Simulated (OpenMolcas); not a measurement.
# A workflow on SiHF3 (SMILES F[SiH](F)F), part 2 of 3

OpenMolcas 26.06.

### 4 A calculation of the kind “spin-orbit” at CASPT2(8,8)/ANO-XS-VDZP (DKH2, ipea shift 0.25 Eh, pt2 variant SS, 2 states averaged, second multiplicity 3) (run 6)

Contents of step6.input:

```
&GATEWAY
  COORD
  5
  angstrom
  F       -0.447100      -0.082200       1.491300
  Si       0.040700       0.001700      -0.001800
  F       -0.597100       1.281400      -0.657200
  F       -0.495900      -1.263300      -0.767200
  H        1.499400       0.062400      -0.065100
  BASIS=ANO-XS-VDZP
  GROUP=NoSym
  AMFI
  ANGMOM=0.0 0.0 0.0

&SEWARD
  RELATIVISTIC=R02E00

&RASSCF
  FILEORB=$CurrDir/step2.RasOrb
  SPIN=1
  NACTEL=8 0 0
  INACTIVE=17
  RAS2=8
  CIROOT=2 2 1
  ORBLISTING=Few

&CASPT2
  MULTISTATE=all
  NOMULTISTATE
  IPEA=0.25
  IMAGINARY=0.2
>>> COPY $Project.JobMix JOB001

&RASSCF
  FILEORB=$CurrDir/step2.RasOrb
  SPIN=3
  NACTEL=8 0 0
  INACTIVE=17
  RAS2=8
  CIROOT=3 3 1
  ORBLISTING=Few

&CASPT2
  MULTISTATE=all
  NOMULTISTATE
  IPEA=0.25
  IMAGINARY=0.2
>>> COPY $Project.JobMix JOB002

&RASSI
  NROFJOBIPHS=2 all
  SPINORBIT
  EJOB
  SOCOUPLING=10
```

On the command line:

```bash
$ export MOLCAS_MEM=1860
$ pymolcas step6.input > step6.log
```

Standard output:

```text
--- Start Module: gateway ---

                                              &GATEWAY

                       available to each process: 1.9 GB of memory, 1 thread

++    Symmetry information:
      ---------------------

                    Character Table for C1

                             E
                    a        1  x, y, xy, Rz, z, xz, Ry, yz, Rx, I
--

++    Basis set information:
      ----------------------

      Basis set label: F.ANO-XS...3S2P1D.

      Electronic valence basis set:
      ------------------
      Associated Effective Charge   9.000000 au
      Associated Actual Charge      9.000000 au
      Nuclear Model: Finite nucleus - Gaussian distribution
        Gaussian exponent, Xi/bohr**(-2):  5.35469E+08

      Shell  nPrim  nBasis  Cartesian Spherical Contaminant
         s       8       3        X
         p       4       2        X
         d       1       1                 X

      Basis set label: SI.ANO-XS...4S3P1D.

      Electronic valence basis set:
      ------------------
      Associated Effective Charge  14.000000 au
      Associated Actual Charge     14.000000 au
      Nuclear Model: Finite nucleus - Gaussian distribution
        Gaussian exponent, Xi/bohr**(-2):  4.34677E+08

      Shell  nPrim  nBasis  Cartesian Spherical Contaminant
         s      11       4        X
         p       7       3        X
         d       1       1                 X

      Basis set label: F.ANO-XS...3S2P1D.

      Electronic valence basis set:
      ------------------
      Associated Effective Charge   9.000000 au
      Associated Actual Charge      9.000000 au
      Nuclear Model: Finite nucleus - Gaussian distribution
        Gaussian exponent, Xi/bohr**(-2):  5.35469E+08

      Shell  nPrim  nBasis  Cartesian Spherical Contaminant
         s       8       3        X
         p       4       2        X
         d       1       1                 X

      Basis set label: H.ANO-XS...2S1P.

      Electronic valence basis set:
      ------------------
      Associated Effective Charge   1.000000 au
      Associated Actual Charge      1.000000 au
      Nuclear Model: Finite nucleus - Gaussian distribution
        Gaussian exponent, Xi/bohr**(-2):  2.12482E+09

      Shell  nPrim  nBasis  Cartesian Spherical Contaminant
         s       4       2        X
         p       1       1        X
--

++    Molecular structure info:
      -------------------------

                    ************************************************
                    **** Cartesian Coordinates / bohr, angstrom ****
                    ************************************************

     Center  Label                x              y              z                     x              y              z
        1      F1              -0.844897      -0.155335       2.818149             -0.447100      -0.082200       1.491300
        2      SI2              0.076912       0.003213      -0.003402              0.040700       0.001700      -0.001800
        3      F3              -1.128355       2.421495      -1.241928             -0.597100       1.281400      -0.657200
        4      F4              -0.937115      -2.387291      -1.449798             -0.495900      -1.263300      -0.767200
        5      H5               2.833455       0.117919      -0.123021              1.499400       0.062400      -0.065100

                    ***************************************
                    *    InterNuclear Distances / bohr    *
                    ***************************************

               1 F1            2 SI2           3 F3            4 F4            5 H5
    1 F1       0.000000
    2 SI2      2.972543        0.000000
    3 F3       4.817118        2.972324        0.000000
    4 F4       4.817208        2.972343        4.817074        0.000000
    5 H5       4.717565        2.761521        4.717453        4.717374        0.000000

                    *******************************************
                    *    InterNuclear Distances / angstrom    *
                    *******************************************

               1 F1            2 SI2           3 F3            4 F4            5 H5
    1 F1       0.000000
    2 SI2      1.573002        0.000000
    3 F3       2.549109        1.572886        0.000000
    4 F4       2.549157        1.572896        2.549086        0.000000
    5 H5       2.496428        1.461334        2.496368        2.496327        0.000000

                    **************************************
                    *    Valence Bond Angles / degree    *
                    **************************************
                          Atom centers                 Phi
                      1 F1       2 SI2      3 F3       108.25
                      1 F1       2 SI2      4 F4       108.25
                      1 F1       2 SI2      5 H5       110.66
                      3 F3       2 SI2      4 F4       108.25
                      3 F3       2 SI2      5 H5       110.67
                      4 F4       2 SI2      5 H5       110.66
--

            Nuclear Potential Energy            188.40785036 au

--- Stop Module: gateway /rc=_RC_ALL_IS_WELL_ ---

--- Start Module: seward ---

                                              &SEWARD

                       available to each process: 1.9 GB of memory, 1 thread

[... 91 lines left out ...]
      weights                                0.500 0.500
[... 37 lines left out ...]
      Convergence after  8 iterations
[... 10 lines left out ...]
      printout of CI-coefficients larger than  0.05 for root  1
[... 1 line left out ...]
      conf/sym  11111111     Coeff  Weight
[... 4 lines left out ...]
      energy=    -588.460909
[... 4 lines left out ...]
      Natural orbitals and occupation numbers for root  1
[... 6 lines left out ...]
      *                                                    Final results                                                     *
[... 6 lines left out ...]
      RASSCF energy for state  2                   -588.46090864
[... 12 lines left out ...]
::    RASSCF root number  1 Total energy:   -588.92735727
[... 31 lines left out ...]
      Von Neumann Entropy (Root   1) =  0.23842
[... 85 lines left out ...]
      Von Neumann Entropy (Root   2) =  1.23903
[... 88 lines left out ...]
      Natural orbitals for root   1 are written to the RASORB.1 file
[... 1 line left out ...]
      Spin density orbitals for root   1 are written to the SPDORB.1 file
[... 54 lines left out ...]
      Imaginary shift                            0.20
[... 45 lines left out ...]
  FINAL CASPT2 RESULT:
[... 5 lines left out ...]
      Total energy:            -589.4748220073
[... 27 lines left out ...]
 Compute H0 matrices for state    2
[... 27 lines left out ...]
      Reference energy:        -588.4609086422
[... 5 lines left out ...]
      Reference weight:           0.87845
[... 23 lines left out ...]
::    CASPT2 Root  2     Total energy:   -589.02914128
[... 69 lines left out ...]
      weights                                0.333 0.333 0.333
[... 37 lines left out ...]
      Convergence after 29 iterations
[... 10 lines left out ...]
      printout of CI-coefficients larger than  0.05 for root  1
[... 1 line left out ...]
      conf/sym  11111111     Coeff  Weight
[... 7 lines left out ...]
      energy=    -588.435486
[... 4 lines left out ...]
      printout of CI-coefficients larger than  0.05 for root  3
[... 1 line left out ...]
      conf/sym  11111111     Coeff  Weight
[... 6 lines left out ...]
      Natural orbitals and occupation numbers for root  2
[... 6 lines left out ...]
      *                                                    Final results                                                     *
[... 6 lines left out ...]
      RASSCF energy for state  3                   -588.42280059
[... 12 lines left out ...]
::    RASSCF root number  1 Total energy:   -588.49510731
[... 1 line left out ...]
::    RASSCF root number  3 Total energy:   -588.42280059
[... 61 lines left out ...]
      Dipole Moment (debye):
[... 105 lines left out ...]
      Dipole Moment (debye):
[... 104 lines left out ...]
      Dipole Moment (debye):
[... 74 lines left out ...]
      Natural orbitals for root   2 are written to the RASORB.2 file
[... 1 line left out ...]
      Spin density orbitals for root   1 are written to the SPDORB.1 file
[... 1 line left out ...]
      Spin density orbitals for root   3 are written to the SPDORB.3 file
[... 71 lines left out ...]
 Compute H0 matrices for state    1
[... 27 lines left out ...]
      Reference energy:        -588.4951073065
[... 5 lines left out ...]
      Reference weight:           0.87632
[... 53 lines left out ...]
  FINAL CASPT2 RESULT:
[... 5 lines left out ...]
      Total energy:            -588.9957749355
[... 29 lines left out ...]
 Compute H0 matrices for state    3
[... 27 lines left out ...]
      Reference energy:        -588.4228005852
[... 5 lines left out ...]
      Reference weight:           0.88418
[... 23 lines left out ...]
::    CASPT2 Root  2     Total energy:   -588.99577494
[... 49 lines left out ...]
 ###    WARNING: EJOB used when HEFF is available, possible                  ###
[... 72 lines left out ...]
::    RASSI State    2     Total energy:    -589.02914127709073
[... 1 line left out ...]
::    RASSI State    4     Total energy:    -588.99577493551499
[... 18 lines left out ...]
++ Dipole transition strengths (spin-free states):
[... 31 lines left out ...]
     All dipole oscillator differences above the tolerance of   1.00000000E-01  will be printed
[... 5 lines left out ...]
 O_p : dipole oscillator strength in velocity gauge
[... 16 lines left out ...]
 Electric-dipole - magnetic-quadrupole not included
[... 11 lines left out ...]
      ****************************************************************************************************
      *                                         Spin-orbit section                                       *
      ****************************************************************************************************

 Complex SO-Hamiltonian matrix elements over
 spin components of spin-free eigenstates (SFS):
 (In cm-1. Print threshold:     10.000 cm-1)
 ----------------------------------------------------------------------

  I1  S1  MS1    I2  S2  MS2    Real part    Imag part      Absolute
     4  1.0  0.0    1  0.0  0.0         0.000        11.508        11.508
     4  1.0  0.0    2  0.0  0.0        -0.000       -11.436        11.436
     6  1.0 -1.0    1  0.0  0.0        21.805        39.968        45.529
[... 26 lines of this table left out ...]
    11  1.0  1.0    8  1.0  1.0        -0.000        50.866        50.866
 ----------------------------------------------------------------------

       Total energies including SO-coupling:
::    SO-RASSI State    1     Total energy:    -589.47482251288011
::    SO-RASSI State    2     Total energy:    -589.06595767294607
::    SO-RASSI State    3     Total energy:    -589.06595741964350
::    SO-RASSI State    4     Total energy:    -589.06595660472499
::    SO-RASSI State    5     Total energy:    -589.02914210672532
::    SO-RASSI State    6     Total energy:    -588.99580362490565
::    SO-RASSI State    7     Total energy:    -588.99580358660126
::    SO-RASSI State    8     Total energy:    -588.99577412781935
::    SO-RASSI State    9     Total energy:    -588.98670848585402
::    SO-RASSI State   10     Total energy:    -588.98667872824228
::    SO-RASSI State   11     Total energy:    -588.98667849230105

   Eigenvalues of complex Hamiltonian:
   -----------------------------------
  (Shifted by EMIN (a.u.) =       -589.4748220073)

 SO State       Relative EMIN(au)   Rel lowest level(eV)    D:o, cm**(-1)

     1            -0.0000005056        0.0000000000              0.0000
     2             0.4088643343       11.1257790818          89735.4600
     3             0.4088645876       11.1257859746          89735.5156
[... 7 lines of this table left out ...]
    11             0.4881435150       13.2830754876         107135.2290

 Weights of the five most important spin-orbit-free states for each spin-orbit state.

 SO State  Total energy (au)           Spin-free states, spin, and weights
 -------------------------------------------------------------------------------------------------------
    1        -0.000001       1 0.0  1.0000    5 1.0  0.0000    4 1.0  0.0000    3 1.0  0.0000    2 0.0  0.0000
    2         0.408864       3 1.0  1.0000    4 1.0  0.0000    5 1.0  0.0000    2 0.0  0.0000    1 0.0  0.0000
    3         0.408865       3 1.0  1.0000    4 1.0  0.0000    2 0.0  0.0000    1 0.0  0.0000    5 1.0  0.0000
[... 7 lines of this table left out ...]
   11         0.488144       5 1.0  0.9967    4 1.0  0.0033    2 0.0  0.0000    1 0.0  0.0000    3 1.0  0.0000
 -------------------------------------------------------------------------------------------------------

      ****************************************************************************************************
      *                                    Special properties section                                    *
      ****************************************************************************************************

++ Dipole transition strengths (SO states):
   ----------------------------------------
        for osc. strength at least   1.00000000E-05

      From   To        Osc. strength     Einstein coefficients Ax, Ay, Az (sec-1)    Total A (sec-1)
     -----------------------------------------------------------------------------------------------
         1    5       2.49754456E-01  9.76289742E+05  1.13686929E+09  4.56091641E+08  1.59393722E+09
         2    6       1.88891446E-04  1.65122854E+04  1.02818674E+04  3.07539477E+03  2.98695476E+04
         2    7       1.73392885E-04  8.87416162E+01  7.88914233E+03  1.94408944E+04  2.74187783E+04
[... 10 lines of this table left out ...]
         4   10       3.33165066E-02  3.73814737E+06  2.30351085E+06  6.86161703E+05  6.72781992E+06
     -----------------------------------------------------------------------------------------------
--

++ Velocity transition strengths (SO states):
   ------------------------------------------
        for osc. strength at least   1.00000000E-05

      From   To        Osc. strength     Einstein coefficients Ax, Ay, Az (sec-1)    Total A (sec-1)
     -----------------------------------------------------------------------------------------------
         1    5       2.65635731E-01  1.25715911E+05  1.20831446E+09  4.86851606E+08  1.69529178E+09
         2    3       3.97278686E-02  2.86718394E-07  2.34441641E-05  5.81694051E-05  8.19002875E-05
         2    4       9.26802920E-02  2.40120101E-03  7.89158220E-04  2.07618853E-04  3.39797809E-03
[... 19 lines of this table left out ...]
        10   11       2.76887744E-01  1.87157094E-06  1.41732085E-04  3.51643989E-04  4.95247645E-04
     -----------------------------------------------------------------------------------------------
--

++ Length and velocity gauge comparison (SO states):

 --------------------------------------------------
 A comparison between the dipole oscillator strengths in
 length and velocity gauge will be performed

     All dipole oscillator differences above the tolerance of   1.00000000E-01  will be printed

 Due to basis set deficiency these oscillator may be problematic

 The tolerance is defined as ABS(1-O_l/O_v)
 O_l : dipole oscillator strength in length gauge
 O_p : dipole oscillator strength in velocity gauge
 --------------------------------------------------

  Problematic transitions have been found

      From   To       Difference (%) Osc. st. (len.) Osc. st. (vel.)
     ---------------------------------------------------------------
         2    3      --------------- below threshold  3.97278686E-02
         2    4      --------------- below threshold  9.26802920E-02
         2    6            26.108783  1.88891446E-04  1.49784529E-04
         2    7            86.995055  1.73392885E-04  1.33328425E-03
         2    8            87.017380  1.31383710E-04  1.01199692E-03
[... 6 lines of this table left out ...]
         4   10            11.504922  3.33165066E-02  2.98789561E-02
         6    7      --------------- below threshold  8.46268705E-01
         6    8      --------------- below threshold  1.33593422E-04
         6   11      --------------- below threshold  5.44396368E-04
         7   10      --------------- below threshold  5.44317135E-04
         8    9      --------------- below threshold  5.53072137E-04
         9   10      --------------- below threshold  3.54945912E-03
        10   11      --------------- below threshold  2.76887744E-01
     ---------------------------------------------------------------

 Number of problematic transitions =                    19

--

 Electric-dipole - electric-octupole not included
++ Second-order contribution to the transition strengths (SO states):
   ------------------------------------------------------------------
        for osc. strength at least   1.00000000E-05

      From   To        Osc. strength
     -------------------------------
         1    5       1.01470317E-05
     -------------------------------
--

--- Stop Module: rassi /rc=_RC_ALL_IS_WELL_ ---

.##################.
.# Happy landing! #.
.##################.

    Timing: Wall=15.88 User=13.55 System=2.30
```

It took 16 s on 1 thread of Intel Xeon 6975P-C (Granite Rapids), shared host; peak memory 0.41 GiB.

The roots found:

```
excited state  energy (eV)  strength    label
            1       11.126    0.0000  triplet
            2       12.128    0.2498  singlet
            3       13.036    0.0000  triplet
            4       13.282    0.0000  triplet
```

Runs 7 to 14 aren't shown in full; the table further down has their settings and results.

[end of part 2 of 3]
